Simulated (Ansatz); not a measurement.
# C2H7NSi (SMILES NC1C[SiH2]1) at 4 levels

Wanted: a comparison of 4 runs (CAM-B3LYP/def2-SVP, revPBE/def2-SVP, RPA@PBE0/def2-SVP, MP2/def2-SVP) of C2H7NSi. 

The results are computed with Ansatz 0.2.0.

61 further runs of the same task are left out: 61 set aside as unsound or not needed.

## 1. Starting point

C2H7NSi: 11 atoms, total charge 0, spin state singlet. SMILES: `NC1C[SiH2]1`. The C2–H7 distance was set to 1.422 Å, away from the relaxed value.

Bond lengths: N1–C2 1.437 Å, C2–C3 1.539 Å, C2–Si4 1.862 Å, C3–Si4 1.848 Å, N1–H5 1.011 Å, N1–H6 1.014 Å, C3–H8 1.085 Å, C3–H9 1.086 Å, Si4–H10 1.479 Å, Si4–H11 1.476 Å. Some angles: N1–C2–C3 114.5°, N1–C2–Si4 118.4°, C3–C2–Si4 65.0°, C2–C3–Si4 65.9°, C2–Si4–C3 49.0°, C2–N1–H5 111.6°, C2–N1–H6 111.3°, C2–C3–H8 117.0°, C2–C3–H9 114.2°, Si4–C3–H8 120.5°. A long bond or contact: C2–H7 1.422 Å.

## 2. A single-point energy at CAM-B3LYP/def2-SVP (run 1)

Input file run.yaml:

```yaml
crystal:
  periodic: [false, false, false]
  atoms:
    - {symbol: "N", position_ang: [-1.533181, 0.566071, -0.354308]}
    - {symbol: C, position_ang: [-0.147881, 0.327371, -0.055208]}
    - {symbol: C, position_ang: [0.100119, -0.779729, 0.985092]}
    - {symbol: Si, position_ang: [0.649019, -1.215929, -0.725208]}
    - {symbol: H, position_ang: [-1.646381, 1.028271, -1.246108]}
    - {symbol: H, position_ang: [-1.969981, 1.141471, 0.357392]}
    - {symbol: H, position_ang: [0.701400, 1.454200, 0.118600]}
    - {symbol: H, position_ang: [0.829119, -0.571729, 1.761192]}
    - {symbol: H, position_ang: [-0.803881, -1.257029, 1.350492]}
    - {symbol: H, position_ang: [2.092719, -1.199929, -1.045608]}
    - {symbol: H, position_ang: [-0.165681, -2.150129, -1.526908]}
basis:
  gaussian: {orbitals: def2-SVP}
accuracy: high
hamiltonian: {xc: {name: CAM-B3LYP}}
output: {orbitals: {seedname: orbitals}}
```

Launch:

```
ansatz run run.yaml --threads 1 --pin off --max-ram 3480MiB --events-out events.jsonl --progress --plain --runs-dir runs
```

Output:

```text
Warning: RAYON_NUM_THREADS=1 ignored (pool sized by the plan → 1); use --threads N
Functional definition: CAM-B3LYP
  name "CAM-B3LYP"
  parameter alpha = 0.19
  parameter beta = 0.46
  parameter omega = 0.33/bohr
  parameter ac = 0.81
  exchange = (1 - alpha - beta)*b88_x + beta*b88_x_sr(omega) + alpha*exact_x + beta*exact_x_lr(omega)
  correlation = (1 - ac)*vwn5_c + ac*lyp_c
2281 factors; integrals over basis functions are off by at most 3.9e-9 eV
443 factors; integrals over basis functions are off by at most 2.1e-9 eV
mean field evaluation 1: about -11539.6000 eV, gradient 5.2e1 eV
mean field evaluation 2: about -11537.3855 eV, gradient 6.0e1 eV
mean field evaluation 4: about -11546.0093 eV, gradient 2.3e0 eV
mean field evaluation 8: about -11546.2008 eV, gradient 8.0e-2 eV
mean field evaluation 16: about -11546.2008 eV, gradient 3.5e-5 eV
mean field -11546.20081947 eV, -424.3150538193 hartree, gradient 5.6e-8 eV, S^2 0.000000; 0 other end points of the search recorded, 0 dependent functions left out
reference -11546.20084010 eV, -424.3150545776 hartree; 20, 20 occupied and 75, 75 virtual orbitals, 2281 factors
Total energy: -11546.20084010 eV, -424.3150545776 hartree
```

Wall time 9 s (1 thread of Arm Neoverse V2, shared host); peak memory 0.38 GiB.

## 3. The energy at revPBE/def2-SVP (run 2)

Input file molecule.yaml:

```yaml
crystal:
  periodic: [false, false, false]
  atoms:
    - {symbol: "N", position_ang: [-1.533181, 0.566071, -0.354308]}
    - {symbol: C, position_ang: [-0.147881, 0.327371, -0.055208]}
    - {symbol: C, position_ang: [0.100119, -0.779729, 0.985092]}
    - {symbol: Si, position_ang: [0.649019, -1.215929, -0.725208]}
    - {symbol: H, position_ang: [-1.646381, 1.028271, -1.246108]}
    - {symbol: H, position_ang: [-1.969981, 1.141471, 0.357392]}
    - {symbol: H, position_ang: [0.701400, 1.454200, 0.118600]}
    - {symbol: H, position_ang: [0.829119, -0.571729, 1.761192]}
    - {symbol: H, position_ang: [-0.803881, -1.257029, 1.350492]}
    - {symbol: H, position_ang: [2.092719, -1.199929, -1.045608]}
    - {symbol: H, position_ang: [-0.165681, -2.150129, -1.526908]}
basis:
  gaussian: {orbitals: def2-SVP}
total_charge: 0
hamiltonian: {xc: {name: revPBE}}
accuracy: high
output: {orbitals: {seedname: orbitals}}
```

Launch:

```
ansatz run molecule.yaml --threads 1 --pin off --max-ram 3480MiB --events-out events.jsonl --progress --plain --runs-dir runs
```

Output:

```text
Warning: RAYON_NUM_THREADS=1 ignored (pool sized by the plan → 1); use --threads N
Functional definition: revPBE
  name "revPBE"
  parameter kappa = 1.245
  parameter beta = 0.06672455060314922
  exchange = pbe_x(kappa = kappa, mu = beta*pi^2/3)
  correlation = pbe_c(beta = beta)
2281 factors; integrals over basis functions are off by at most 3.9e-9 eV
mean field evaluation 1: about -11532.9627 eV, gradient 7.1e1 eV
mean field evaluation 2: about -11472.7883 eV, gradient 1.6e2 eV
mean field evaluation 4: about -11545.0893 eV, gradient 1.5e1 eV
mean field evaluation 8: about -11545.6054 eV, gradient 2.4e-1 eV
mean field evaluation 16: about -11545.6055 eV, gradient 7.4e-6 eV
mean field -11545.60553940 eV, -424.2931776805 hartree, gradient 1.8e-8 eV, S^2 0.000000; 0 other end points of the search recorded, 0 dependent functions left out
reference -11545.60554383 eV, -424.2931778432 hartree; 20, 20 occupied and 75, 75 virtual orbitals, 2281 factors
Total energy: -11545.60554383 eV, -424.2931778432 hartree
```

It took 6.6 s on 1 thread of Arm Neoverse V2, shared host; peak memory 0.27 GiB.

Run 3 isn't shown in full; the table further down has it.

## 4. A single-point energy at MP2/def2-SVP (run 4)

Input file input.yaml:

```yaml
crystal:
  periodic: [false, false, false]
  atoms:
    - {symbol: "N", position_ang: [-1.533181, 0.566071, -0.354308]}
    - {symbol: C, position_ang: [-0.147881, 0.327371, -0.055208]}
    - {symbol: C, position_ang: [0.100119, -0.779729, 0.985092]}
    - {symbol: Si, position_ang: [0.649019, -1.215929, -0.725208]}
    - {symbol: H, position_ang: [-1.646381, 1.028271, -1.246108]}
    - {symbol: H, position_ang: [-1.969981, 1.141471, 0.357392]}
    - {symbol: H, position_ang: [0.701400, 1.454200, 0.118600]}
    - {symbol: H, position_ang: [0.829119, -0.571729, 1.761192]}
    - {symbol: H, position_ang: [-0.803881, -1.257029, 1.350492]}
    - {symbol: H, position_ang: [2.092719, -1.199929, -1.045608]}
    - {symbol: H, position_ang: [-0.165681, -2.150129, -1.526908]}
basis:
  gaussian:
    orbitals: def2-SVP
correlation:
  method: mp2
  frozen_orbitals: {C: 1, H: 0, "N": 1, Si: 5}
accuracy: high
```

Launch:

```
ansatz run input.yaml --threads 1 --pin off --max-ram 3480MiB --events-out events.jsonl --progress --plain --runs-dir runs
```

Output:

```text
Warning: RAYON_NUM_THREADS=1 ignored (pool sized by the plan → 1); use --threads N
Functional definition: HF
  name "HF"
  exchange = exact_x
  correlation = 0
2281 factors; integrals over basis functions are off by at most 3.9e-9 eV
mean field evaluation 1: about -11504.7636 eV, gradient 3.2e1 eV
mean field evaluation 2: about -11504.7690 eV, gradient 3.2e1 eV
mean field evaluation 4: about -11507.6756 eV, gradient 3.6e0 eV
mean field evaluation 8: about -11507.7227 eV, gradient 2.8e-4 eV
mean field -11507.72274946 eV, -422.9010108282 hartree, gradient 1.1e-8 eV, S^2 0.000000; 0 other end points of the search recorded, 0 dependent functions left out
8 core orbitals not correlated: weight in the atoms' cores, before any rotation towards them, 1.000 or more for the frozen orbitals, at most 0.000 for the correlated occupied ones
reference -11507.72274946 eV, -422.9010108282 hartree; 12, 12 occupied and 75, 75 virtual orbitals, 2281 factors
second order -15.14253774 eV of doubles, -0.00000000 eV of singles
Total energy: -11522.86528721 eV, -423.4574888262 hartree
```

It took 3.3 s on 1 thread of Arm Neoverse V2, shared host; peak memory 0.28 GiB.

## 5. The series

```tsv
run	level	frozen core orbitals	energy (Eh)	wall time
1	CAM-B3LYP/def2-SVP	–	-424.315055	9 s
2	revPBE/def2-SVP	–	-424.293178	6.6 s
3	RPA@PBE0/def2-SVP	8	-423.726762	14 s
4	MP2/def2-SVP	8	-423.457489	3.3 s
```

## 6. What came out

| quantity | value |
| --- | --- |
| run 4: total energy | -423.45749 Eh |
| run 4: correlation energy (8 core orbitals frozen) | -556.5 mEh |

Totals of different functionals can't be ranked against each other. All runs together took 33 s, the longest 14 s.
